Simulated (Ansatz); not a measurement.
# C6H12O: the cost of one run

Program: Ansatz 0.2.0, Gaussian basis. Level of theory: the settings change from run to run. These are calculated values, not measurements.

## (1) The geometry

The geometry comes from an earlier relaxation with PBE0-D4 in a triple-zeta def2 set; it is a stationary point, not always the lowest conformer.

SMILES `CC(=O)CC(C)C`, 19 atoms, charge 0, spin multiplicity 1.

Atoms are counted from 1 here; the program's logs count them from 0.

Bond lengths: C1–C2 1.505 Å, C1–H8 1.089 Å, C1–H9 1.093 Å, C1–H10 1.095 Å, C2–O3 1.206 Å, C2–C4 1.512 Å, C4–C5 1.521 Å, C4–H11 1.098 Å, C4–H12 1.099 Å, C5–C6 1.522 Å, C5–C7 1.521 Å, C5–H13 1.095 Å, C6–H14 1.095 Å, C6–H15 1.093 Å, C6–H16 1.091 Å, C7–H17 1.095 Å, C7–H18 1.093 Å, C7–H19 1.093 Å. Angles: C2–C1–H8 110.3°, C2–C1–H9 111.2°, C2–C1–H10 108.9°, H8–C1–H9 110.4°, H8–C1–H10 109.1°, H9–C1–H10 106.9°, C1–C2–O3 121.7°, C1–C2–C4 116.0°, O3–C2–C4 122.3°, C2–C4–C5 115.1°, C2–C4–H11 109.0°, C2–C4–H12 105.7°, C5–C4–H11 111.0°, C5–C4–H12 110.4°, H11–C4–H12 105.0°, C4–C5–C6 111.1°, C4–C5–C7 110.5°, C4–C5–H13 107.2° and more.

## (2) B97M-V/def2-SVP

Options: atoms shaken by 0.03 Å, the search for lower states set to off.

in.yaml reads:

```yaml
crystal:
  periodic: [false, false, false]
  atoms:
    - {symbol: C, position_ang: [-1.197912, -2.661460, -0.376254]}
    - {symbol: C, position_ang: [-0.831789, -1.215785, -0.727628]}
    - {symbol: O, position_ang: [-1.595578, -0.539816, -1.500278]}
    - {symbol: C, position_ang: [0.288236, -0.568063, -0.122751]}
    - {symbol: C, position_ang: [0.457425, 0.968732, -0.189968]}
    - {symbol: C, position_ang: [-0.669458, 1.603922, 0.654161]}
    - {symbol: C, position_ang: [1.818344, 1.448093, 0.204141]}
    - {symbol: H, position_ang: [-1.947707, -3.018879, -1.069765]}
    - {symbol: H, position_ang: [-0.264555, -3.247745, -0.382259]}
    - {symbol: H, position_ang: [-1.540134, -2.608057, 0.611611]}
    - {symbol: H, position_ang: [0.366725, -0.905584, 0.952275]}
    - {symbol: H, position_ang: [1.178262, -1.050478, -0.577327]}
    - {symbol: H, position_ang: [0.230669, 1.267983, -1.228326]}
    - {symbol: H, position_ang: [-0.503635, 1.430050, 1.733413]}
    - {symbol: H, position_ang: [-0.591498, 2.706548, 0.575951]}
    - {symbol: H, position_ang: [-1.674235, 1.292202, 0.335269]}
    - {symbol: H, position_ang: [2.018782, 1.206208, 1.297235]}
    - {symbol: H, position_ang: [2.535406, 1.046351, -0.390684]}
    - {symbol: H, position_ang: [1.845483, 2.543569, 0.101923]}
basis:
  gaussian: {orbitals: def2-SVP}
hamiltonian: {xc: {name: B97M-V}}
scf: {lower_state_search: off}
```

Started as:

```sh
$ ansatz run in.yaml --threads 2 --pin off --events-out ev --progress --plain --max-ram 32768MiB --backend cpu
```

**Question.** How long does this run take on 2 threads of AMD EPYC 7R13, shared host, and how much memory does it need?

About 4.8 s, with a peak of 0.9 GiB.
